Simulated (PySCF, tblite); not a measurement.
**C₃H₁₆Si₄: geometry, infrared bands and NMR shifts**

What infrared bands and NMR shifts should C₃H₁₆Si₄ (`CC[SiH2][Si](C)([SiH3])[SiH3]`) show?

Computed with tblite 0.8.0 and PySCF 2.14.0, with density-fitted response routines of our own, on a single molecule in the gas phase. Atoms count from 0, in the outputs and in this text.

## (1) The starting structure

23 atoms, charge 0, multiplicity 1; geometry from: force field or distance geometry start.

Bonds of the start (Å): C0–C1 1.53, C1–Si2 1.85, Si2–Si3 2.28, Si3–C4 1.86, Si3–Si5 2.28, Si3–Si6 2.27, C0–H7 1.09, C0–H8 1.09, C0–H9 1.10, C1–H10 1.11, C1–H11 1.10, Si2–H12 1.49, Si2–H13 1.49, C4–H14 1.09, C4–H15 1.10, C4–H16 1.09, Si5–H17 1.48, Si5–H18 1.49, Si5–H19 1.48, Si6–H20 1.48, Si6–H21 1.49, Si6–H22 1.50.

## (2) Optimising the geometry with GFN2-xTB

The job: settings as JSON, then the geometry in Å.

```
{"job": {"kind": "relax", "xc": "GFN2-xTB", "basis": "xTB"}, "charge": 0, "multiplicity": 1}
C      3.622900    -0.377200    -0.105200
C      2.122900    -0.648000     0.073000
Si     1.001700     0.775400    -0.299000
Si    -1.174400     0.189700     0.068100
C     -1.404200    -0.401100     1.812600
Si    -1.738600    -1.433600    -1.423100
Si    -2.481000     1.988400    -0.375200
H      3.848900    -0.096000    -1.136000
H      4.203700    -1.269500     0.145600
H      3.949100     0.440200     0.548300
H      1.960600    -0.968700     1.118400
H      1.851400    -1.508400    -0.547900
H      1.334900     1.931800     0.578700
H      1.167000     1.192500    -1.720100
H     -2.445400    -0.675400     2.003800
H     -1.139600     0.377000     2.543700
H     -0.780300    -1.270900     2.026800
H     -3.147200    -1.851600    -1.223000
H     -0.862500    -2.615500    -1.213600
H     -1.554200    -0.941000    -2.804100
H     -2.286500     2.448200    -1.765500
H     -3.912200     1.634200    -0.178900
H     -2.141900     3.106400     0.565700
```

Command:

```bash
OMP_NUM_THREADS=1 python probes_run.py task.json out
```

The driver reads the jobs from task.json and runs them one after another.

**Question.** This job is followed by: GFN2-xTB harmonic vibrations, gas phase; GIAO PBE0/pcSseg-1 NMR shielding, non-relativistic, gas phase. What will the session give for the following? strongest single infrared mode (GFN2-xTB); zero-point energy (GFN2-xTB); ¹³C shifts against TMS (PBE0/pcSseg-1); ¹H shifts against TMS (PBE0/pcSseg-1, means over atoms taken as alike); ²⁹Si shifts against TMS (PBE0/pcSseg-1, means over atoms taken as alike); surface potential, 1st and 99th percentile.

The runs gave:

| quantity | value |
| --- | --- |
| strongest single infrared mode (GFN2-xTB) | 751 cm⁻¹, 1065 km/mol |
| zero-point energy (GFN2-xTB) | 104.3 kcal/mol |
| ¹³C shifts against TMS (PBE0/pcSseg-1) | 14.5, 5.4, -6.2 ppm |
| ¹H shifts against TMS (PBE0/pcSseg-1, means over atoms taken as alike) | 3.87, 3.52, 1.26, 0.78, 0.31 ppm |
| ²⁹Si shifts against TMS (PBE0/pcSseg-1, means over atoms taken as alike) | -60.3, -99.4, -110.5 ppm |
| surface potential, 1st and 99th percentile | -0.07 V and 0.93 V |

**Reading.** Relaxing lowered the energy by 0.327 eV in 60 steps; the close pair that moved most is Si3–Si6, from 2.267 to 2.335 Å. No mode is imaginary among the 63: a minimum at this level. The strongest single mode, at 751 cm⁻¹, has its largest shares on H20, H21, H22 and H19 (the list is cut at 4 atoms). Unscaled tight-binding wavenumbers are off by several per cent, some by more. Its intensities can rank the bands wrongly. At PBE0/pcSseg-1: The largest span, 93 ppm, is at Si2, where the paramagnetic term is -474 ppm. At PBE0/pcSseg-1, counted by nearest atom on the grid, the HOMO lies on Si3 27 %; Si2 21 %, the LUMO on Si3 24 %; Si5 11 %.
